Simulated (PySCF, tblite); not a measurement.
# C₆H₁₀OSSi: geometry, infrared bands and NMR shifts

Wanted: the infrared bands and NMR shifts of C₆H₁₀OSSi (`CC(C)(C=O)[SiH2]C=C=S`), by calculation.

Programs: tblite 0.8.0 and PySCF 2.14.0, with density-fitted response routines of our own. Each step states its level of theory. These are calculated values for one molecule in the gas phase, unless marked as measured. Atoms count from 0, in the outputs and in this text.

## (1) The molecule as given

19 atoms, charge 0, multiplicity 1; geometry from: force field or distance geometry start.

Bonds of the start (Å): C0–C1 1.51, C1–C2 1.53, C1–C3 1.47, C3–O4 1.21, C1–Si5 1.85, Si5–C6 1.84, C6–C7 1.32, C7–S8 1.61, C0–H9 1.13, C0–H10 1.11, C0–H11 1.11, C2–H12 1.14, C2–H13 1.11, C2–H14 1.11, C3–H15 1.09, Si5–H16 1.46, Si5–H17 1.49, C6–H18 1.07.

## (2) Optimising the geometry with GFN2-xTB

Job settings and geometry (Å):

```
{"job": {"kind": "relax", "xc": "GFN2-xTB", "basis": "xTB"}, "charge": 0, "multiplicity": 1}
C     -1.619500    -0.588100    -0.941900
C     -0.650200     0.131500    -0.027600
C     -1.369900     0.312300     1.304700
C     -0.332900     1.412700    -0.671500
O      0.791700     1.731700    -0.991600
Si     0.796400    -0.966900     0.327400
C      2.322500    -0.508700    -0.586900
C      3.212500     0.250100     0.030600
S      4.289700     1.196600     0.764100
H     -2.666300    -0.277600    -0.654500
H     -1.416000    -0.234000    -1.973900
H     -1.507800    -1.685300    -0.856000
H     -2.317700     0.931300     1.164900
H     -1.682300    -0.661400     1.728400
H     -0.720900     0.891100     1.991700
H     -1.166800     2.099100    -0.837000
H      0.432500    -2.352100     0.031500
H      1.090900    -0.829200     1.780100
H      2.504300    -0.843900    -1.589900
```

The run is started by

```sh
$ OMP_NUM_THREADS=1 python probes_run.py task.json out
```

This one command runs all jobs of the session in turn.

The program printed:

```text
step      E/eV     max force
  0    -731.59450    2.602
  1    -731.87991    1.782
  2    -731.92541    1.826
  3    -731.98134    0.450
  4    -732.01057    0.570
  5    -732.04280    0.928
  6    -732.06126    0.746
  7    -732.07216    0.209
  8    -732.08085    0.227
  9    -732.08673    0.297
 10    -732.09267    0.237
 11    -732.09714    0.219
 12    -732.10255    0.341
 13    -732.10805    0.326
 14    -732.11301    0.210
 15    -732.11690    0.145
 16    -732.12044    0.208
 17    -732.12389    0.250
 18    -732.12663    0.160
 19    -732.12868    0.116
 20    -732.13086    0.127
 21    -732.13364    0.222
 22    -732.13667    0.209
 23    -732.13923    0.117
 24    -732.14132    0.097
 25    -732.14372    0.171
 26    -732.14732    0.251
 27    -732.15206    0.226
 28    -732.15682    0.183
 29    -732.16132    0.209
 30    -732.16684    0.240
 31    -732.17368    0.307
 32    -732.17765    0.342
 33    -732.18420    0.185
 34    -732.18769    0.110
 35    -732.19058    0.123
 36    -732.19237    0.124
 37    -732.19517    0.115
 38    -732.19695    0.087
 39    -732.19828    0.069
 40    -732.19942    0.090
 41    -732.20092    0.138
 42    -732.20246    0.135
 43    -732.20366    0.089
 44    -732.20476    0.067
 45    -732.20571    0.065
 46    -732.20658    0.110
 47    -732.20860    0.170
 48    -732.21113    0.191
 49    -732.21403    0.148
 50    -732.21665    0.132
 51    -732.21925    0.141
 52    -732.22178    0.141
 53    -732.22417    0.157
 54    -732.22607    0.143
 55    -732.22751    0.201
 56    -732.22894    0.095
 57    -732.23052    0.090
 58    -732.23261    0.129
 59    -732.23399    0.146
 60    -732.23597    0.133
 61    -732.23795    0.108
 62    -732.23948    0.229
 63    -732.24192    0.182
 64    -732.24411    0.182
 65    -732.24833    0.359
 66    -732.25070    0.234
 67    -732.25427    0.184
 68    -732.25844    0.225
 69    -732.26168    0.207
 70    -732.26945    0.355
 71    -732.26806    0.919
 72    -732.27656    0.716
 73    -732.28056    0.358
 74    -732.29123    0.163
 75    -732.29645    0.268
 76    -732.30103    0.283
 77    -732.30967    0.408
 78    -732.31100    0.450
 79    -732.31427    0.200
 80    -732.31710    0.216
 81    -732.31901    0.103
 82    -732.32045    0.122
 83    -732.32289    0.176
 84    -732.32664    0.185
 85    -732.33003    0.179
 86    -732.33343    0.156
 87    -732.33683    0.137
 88    -732.34025    0.115
 89    -732.33972    0.558
 90    -732.34418    0.096
 91    -732.34509    0.067
 92    -732.34628    0.088
 93    -732.34667    0.081
 94    -732.34738    0.068
 95    -732.34792    0.059
 96    -732.34852    0.069
 97    -732.34919    0.099
 98    -732.34979    0.082
 99    -732.35032    0.073
100    -732.35092    0.070
101    -732.35169    0.062
102    -732.35254    0.085
103    -732.35332    0.054
104    -732.35389    0.062
105    -732.35421    0.042
106    -732.35437    0.043
107    -732.35447    0.035
108    -732.35455    0.026
109    -732.35467    0.031
110    -732.35478    0.037
111    -732.35497    0.042
112    -732.35518    0.041
113    -732.35547    0.043
114    -732.35582    0.061
115    -732.35625    0.066
116    -732.35673    0.072
117    -732.35725    0.080
118    -732.35788    0.074
119    -732.35869    0.085
120    -732.35978    0.104
121    -732.36112    0.155
122    -732.36266    0.108
123    -732.36345    0.230
124    -732.36556    0.111
125    -732.36712    0.096
126    -732.37024    0.131
127    -732.37170    0.227
128    -732.37354    0.183
129    -732.37548    0.157
130    -732.37698    0.143
131    -732.37990    0.150
132    -732.38194    0.232
133    -732.38454    0.198
134    -732.38627    0.216
135    -732.38924    0.204
136    -732.39291    0.318
137    -732.39661    0.213
138    -732.39139    0.693
139    -732.40013    0.241
140    -732.40186    0.172
141    -732.40732    0.240
142    -732.41007    0.291
143    -732.41274    0.161
144    -732.41395    0.324
145    -732.41484    0.245
146    -732.41644    0.101
147    -732.41694    0.176
148    -732.41809    0.105
149    -732.41931    0.080
150    -732.42032    0.083
151    -732.42155    0.145
152    -732.42245    0.057
153    -732.42318    0.073
154    -732.42420    0.064
155    -732.42509    0.065
156    -732.42613    0.064
157    -732.42679    0.070
158    -732.42740    0.065
159    -732.42796    0.067
160    -732.42846    0.088
161    -732.42883    0.059
162    -732.42916    0.042
163    -732.42955    0.035
164    -732.43013    0.050
165    -732.43088    0.058
166    -732.43172    0.063
167    -732.43252    0.070
168    -732.43329    0.107
169    -732.43424    0.065
170    -732.43553    0.070
171    -732.43606    0.062
172    -732.43642    0.052
173    -732.43663    0.065
174    -732.43683    0.061
175    -732.43699    0.046
176    -732.43710    0.050
177    -732.43718    0.031
178    -732.43725    0.017
179    -732.43730    0.020
180    -732.43736    0.021
181    -732.43741    0.014
182    -732.43744    0.013
183    -732.43747    0.011
184    -732.43749    0.012
185    -732.43750    0.013
186    -732.43752    0.016
187    -732.43754    0.018
188    -732.43756    0.020
189    -732.43759    0.017
190    -732.43763    0.014
191    -732.43766    0.012
192    -732.43768    0.013
193    -732.43769    0.011
194    -732.43770    0.009
```

It took 1.9 s on 1 thread of Arm Neoverse V1, shared host.

Relaxation path: (not every step is listed)

| step | energy from step 0 (eV) | largest force (eV/Å) |
| --- | --- | --- |
| 0 | 0.0000 | 2.6022 |
| 1 | -0.2854 | 1.7819 |
| 2 | -0.3309 | 1.8255 |
| 3 | -0.3868 | 0.4499 |
| 4 | -0.4161 | 0.5704 |
| 5 | -0.4483 | 0.9284 |
| 6 | -0.4668 | 0.7462 |
| 7 | -0.4777 | 0.2086 |
| 8 | -0.4864 | 0.2269 |
| 26 | -0.5528 | 0.2507 |
| 44 | -0.6103 | 0.0673 |
| 62 | -0.6450 | 0.2294 |
| 80 | -0.7226 | 0.2159 |
| 98 | -0.7553 | 0.0816 |
| 116 | -0.7622 | 0.0719 |
| 134 | -0.7918 | 0.2158 |
| 152 | -0.8279 | 0.0567 |
| 170 | -0.8410 | 0.0702 |
| 188 | -0.8431 | 0.0204 |
| 189 | -0.8431 | 0.0171 |
| 190 | -0.8431 | 0.0137 |
| 191 | -0.8432 | 0.0116 |
| 192 | -0.8432 | 0.0134 |
| 193 | -0.8432 | 0.0112 |
| 194 | -0.8432 | 0.0091 |

Distances of close pairs at the start and the end, largest changes first:

| bond | before (Å) | after (Å) | change (Å) |
| --- | --- | --- | --- |
| C1–Si5 | 1.851 | 1.942 | +0.092 |
| C7–S8 | 1.611 | 1.556 | -0.055 |
| C2–H12 | 1.141 | 1.090 | -0.051 |
| Si5–C6 | 1.837 | 1.877 | +0.040 |
| C0–H9 | 1.129 | 1.090 | -0.039 |
| C6–C7 | 1.323 | 1.291 | -0.031 |
| C0–H10 | 1.110 | 1.087 | -0.023 |
| C2–H14 | 1.108 | 1.088 | -0.020 |

The next job starts from the end point, and lists it.

## (3) Vibrational analysis with GFN2-xTB

Job settings and geometry (Å):

```
{"job": {"kind": "ir", "xc": "GFN2-xTB", "basis": "xTB"}, "charge": 0, "multiplicity": 1}
C     -1.103194    -0.744784    -1.099051
C     -0.781321     0.180320     0.073839
C     -1.851279     0.087602     1.154968
C     -0.584178     1.575249    -0.382495
O     -0.119411     1.908607    -1.445034
Si     0.943336    -0.306371     0.823483
C      2.195873    -0.007880    -0.542325
C      3.374435    -0.535392    -0.529065
S      4.762579    -1.230451    -0.422269
H     -2.094796    -0.516998    -1.489727
H     -0.385215    -0.607288    -1.903549
H     -1.088777    -1.787263    -0.789278
H     -2.828830     0.340483     0.744967
H     -1.904702    -0.922540     1.554308
H     -1.639353     0.768660     1.976453
H     -0.848237     2.339493     0.377097
H      0.849049    -1.716694     1.209864
H      1.206395     0.518975     2.009522
H      1.887823     0.665524    -1.329173
```

The program printed:

```text
mode    cm-1     km/mol
  1      27.5      0.43
  2      57.9      2.47
  3      89.4      1.09
  4     109.4      8.85
  5     141.5      4.23
  6     179.3      0.54
  7     209.1      1.23
  8     215.9      3.56
  9     235.1      2.94
 10     269.5     10.66
 11     321.0      2.20
 12     340.5      1.25
 13     356.8      1.97
 14     414.9      7.98
 15     474.0     37.47
 16     535.5     54.56
 17     558.4     26.56
 18     562.1     29.17
 19     642.3     22.73
 20     696.8    491.31
 21     717.6     56.20
 22     785.4    220.95
 23     853.3     41.36
 24     929.1     38.88
 25     935.6     18.22
 26     975.3      0.99
 27     994.6     33.33
 28    1026.9      3.93
 29    1096.2    166.38
 30    1143.3     34.68
 31    1196.9     14.88
 32    1247.4     22.11
 33    1392.3     17.01
 34    1408.9      6.74
 35    1425.2      2.31
 36    1487.3      2.60
 37    1498.6      1.26
 38    1503.8      8.56
 39    1510.3      7.19
 40    1734.7    329.78
 41    1885.8   1134.04
 42    2223.2    341.58
 43    2257.3    174.68
 44    2735.4    165.94
 45    3005.9      6.43
 46    3009.2     67.27
 47    3023.9     19.33
 48    3026.2     15.75
 49    3030.3     41.20
 50    3036.2     27.84
 51    3045.8     17.16
```

Run time: 0.95 s. Hardware: 1 thread of Arm Neoverse V1, shared host.

Which atoms move in the most intense modes:

| cm⁻¹ | km/mol | atoms |
| --- | --- | --- |
| 697 | 491.3 | H17 44 %, H16 37 %, Si5 13 % |
| 785 | 220.9 | H17 46 %, H16 46 % |
| 1096 | 166.4 | H18 44 %, C6 37 % |
| 1735 | 329.8 | C3 60 %, O4 38 % |
| 1886 | 1134.0 | C7 68 %, C6 28 % |
| 2223 | 341.6 | H17 89 % |
| 2257 | 174.7 | H16 89 % |
| 2735 | 165.9 | H15 94 % |

## (4) Shielding tensors: PBE0/pcSseg-1

Settings changed since step 3:

```diff
@@ -1,2 +1,2 @@
-{"job": {"kind": "ir", "xc": "GFN2-xTB", "basis": "xTB"}, "charge": 0, "multiplicity": 1}
+{"job": {"kind": "nmr", "xc": "PBE0", "basis": "pcSseg-1"}, "charge": 0, "multiplicity": 1}
 C     -1.103194    -0.744784    -1.099051
```

With the program's defaults for keys left out, this is: GIAO PBE0/pcSseg-1 NMR shielding, non-relativistic, gas phase.

The program printed:

```text
coarse grid: 17056 points
cycle   1  E = -996.6263871541  dE =  1.188e+00  |g| = 8.160e-01  |ddm| = 4.174e+00
cycle   2  E = -996.2310876386  dE =  3.953e-01  |g| = 1.625e+00  |ddm| = 2.574e+00
cycle   3  E = -996.7581268928  dE = -5.270e-01  |g| = 1.926e-01  |ddm| = 2.062e+00
cycle   4  E = -996.7657715008  dE = -7.645e-03  |g| = 7.282e-02  |ddm| = 2.362e-01
cycle   5  E = -996.7668391172  dE = -1.068e-03  |g| = 2.637e-02  |ddm| = 8.975e-02
cycle   6  E = -996.7670116450  dE = -1.725e-04  |g| = 8.262e-03  |ddm| = 3.082e-02
cycle   7  E = -996.7670268308  dE = -1.519e-05  |g| = 2.538e-03  |ddm| = 8.088e-03
cycle   8  E = -996.7670281904  dE = -1.360e-06  |g| = 7.738e-04  |ddm| = 3.070e-03
final grid: 155848 points
cycle   9  E = -996.8338581702  dE = -2.965e-05  |g| = 1.357e-02  |ddm| = 4.621e-02
cycle  10  E = -996.8337449484  dE =  1.132e-04  |g| = 2.627e-02  |ddm| = 3.473e-02
cycle  11  E = -996.8338974632  dE = -1.525e-04  |g| = 2.582e-03  |ddm| = 2.494e-02
cycle  12  E = -996.8338990906  dE = -1.627e-06  |g| = 3.843e-04  |ddm| = 2.577e-03
cycle  13  E = -996.8338991075  dE = -1.691e-08  |g| = 2.503e-04  |ddm| = 6.418e-04
cycle  14  E = -996.8338991236  dE = -1.609e-08  |g| = 7.249e-05  |ddm| = 3.309e-04
cycle  15  E = -996.8338991251  dE = -1.460e-09  |g| = 2.215e-05  |ddm| = 8.980e-05
cycle  16  E = -996.8338991252  dE = -1.039e-10  |g| = 5.165e-06  |ddm| = 1.917e-05
converged SCF energy = -996.8338991252

GIAO shielding tensors (ppm)
atom      isotropic    diamagn.    paramagn.     s11        s22        s33       span
  0 C      165.907     247.252     -81.345    153.910    158.577    185.234     31.325
  1 C      143.483     256.470    -112.986    110.662    151.239    168.549     57.887
  2 C      166.122     246.733     -80.610    150.018    160.381    187.968     37.950
  3 C      -25.425     250.536    -275.961   -121.372    -38.000     83.098    204.470
  4 O     -337.974     401.104    -739.078   -966.501   -415.729    368.307   1334.809
  5 Si     376.423     882.231    -505.808    342.869    359.759    426.640     83.770
  6 C      147.460     267.425    -119.964     45.035    149.983    247.363    202.328
  7 C      -50.503     262.512    -313.014   -195.776    -87.593    131.860    327.637
  8 S      338.321    1057.227    -718.907    128.203    322.352    564.406    436.203
  9 H       30.868      30.917      -0.050     26.308     28.288     38.006     11.698
 10 H       29.588      31.718      -2.130     25.097     28.818     34.850      9.753
 11 H       30.796      31.572      -0.776     27.123     28.776     36.489      9.367
 12 H       30.352      30.270       0.081     25.814     27.854     37.388     11.574
 13 H       30.426      30.508      -0.082     26.553     28.822     35.902      9.349
 14 H       30.055      30.758      -0.703     25.207     28.373     36.584     11.377
 15 H       21.804      30.540      -8.736     18.743     20.682     25.986      7.243
 16 H       27.303      31.182      -3.879     24.317     26.256     31.336      7.019
 17 H       26.988      30.551      -3.563     22.758     26.324     31.883      9.125
 18 H       27.566      31.316      -3.750     22.013     26.432     34.253     12.240
```

It took 58 s on 1 thread of Arm Neoverse V1, shared host; peak memory 1 GiB.

Shifts follow as δ = σ(reference) − σ, with reference shieldings (ppm) from runs at the same level and on the same kind of geometry: 1H TMS 31.72, 13C TMS 186.9, 29Si TMS 349.2, 17O H2O 336.1, 33S CS2 504. The references are single molecules in the gas phase, so shifts against H2O, NH3, PH3, H3PO4 or CFCl3 are not on the usual liquid scales and can be off by tens of ppm. Atoms listed in one row are averaged.

| atoms | environment | σ (ppm) | δ (ppm) | δ scaled to CDCl3 |
| --- | --- | --- | --- | --- |
| C7 | cumulene carbon | -50.5 | 237.4 | 225.4 |
| C3 | aldehyde carbonyl carbon | -25.4 | 212.3 | 205.3 |
| C1 | fully substituted sp3 carbon bonded to Si, α to a carbonyl | 143.5 | 43.4 | 40.5 |
| C6 | alkene CH | 147.5 | 39.5 | 36.6 |
| C0, C2 | methyl carbon | 166.0 | 20.9 | 18.5 |
| H15 | hydrogen on an aldehyde carbonyl carbon | 21.80 | 9.91 | 9.45 |
| H16, H17 | hydrogen on a silicon bonded to 2 C | 27.15 | 4.57 | – |
| H18 | hydrogen on an alkene CH | 27.57 | 4.15 | 4.02 |
| H9, H10, H11, H12, H13, H14 | hydrogen on a methyl carbon | 30.35 | 1.37 | 1.40 |
| O4 | aldehyde oxygen | -338.0 | 674.1 | – |
| Si5 | silicon bonded to 2 C, 2 H | 376.4 | -27.3 | – |
| S8 | thione sulfur | 338 | 165 | – |

The scaled column applies a straight-line fit of computed shieldings to shifts measured in CDCl3, with any fitted terms for Cl, Br or S neighbours (root-mean-square error 0.16 ppm for H, 1.9 ppm for C).

The run also stored atomic charges by several schemes (e):

| atoms | Mulliken | IAO | Hirshfeld | ESP fit |
| --- | --- | --- | --- | --- |
| C0, C2 | -0.15 | -0.42 | -0.12 | -0.44 |
| C1 | -0.83 | -0.25 | -0.06 | 0.11 |
| C3 | 0.35 | 0.26 | 0.13 | 0.45 |
| O4 | -0.37 | -0.41 | -0.21 | -0.50 |
| Si5 | 0.75 | 0.80 | 0.36 | 0.52 |
| C6 | -0.52 | -0.56 | -0.19 | -0.59 |
| C7 | -0.03 | -0.03 | 0.03 | 0.08 |
| S8 | 0.01 | 0.08 | -0.04 | -0.03 |

Mayer bond orders: C0–C1 1.00, C1–C2 1.02, C1–C3 0.94, C3–O4 1.97, C1–Si5 0.80, Si5–C6 0.83, C6–C7 1.88, C7–S8 1.91.

## (5) Outcome

```
                                                               quantity                               value
                              strongest single infrared mode (GFN2-xTB)              1886 cm⁻¹, 1134 km/mol
                                           zero-point energy (GFN2-xTB)                       86.6 kcal/mol
13C shifts against TMS (PBE0/pcSseg-1, means over atoms taken as alike)  237.4, 212.3, 43.4, 39.5, 20.9 ppm
 1H shifts against TMS (PBE0/pcSseg-1, means over atoms taken as alike)          9.91, 4.57, 4.15, 1.37 ppm
                                 17O shifts against H2O (PBE0/pcSseg-1)                           674.1 ppm
                                29Si shifts against TMS (PBE0/pcSseg-1)                           -27.3 ppm
                                 33S shifts against CS2 (PBE0/pcSseg-1)                             165 ppm
```

The optimisation took 194 steps and gained 0.843 eV; among the close pairs (by a distance rule), C1–Si5 changed most, from 1.851 to 1.942 Å. No mode is imaginary among the 51: a minimum at this level. The strongest single mode, at 1886 cm⁻¹, moves mainly C7. GFN2-xTB is a fitted tight-binding method: band positions and strengths are rough. Its intensities can rank the bands wrongly. The most deshielded hydrogen is H15 (hydrogen on an aldehyde carbonyl carbon), at 9.91 ppm: deshielded by the polar, anisotropic C=O bond. At PBE0/pcSseg-1: The widest tensor belongs to O4: span 1335 ppm, with a paramagnetic part of -739 ppm.
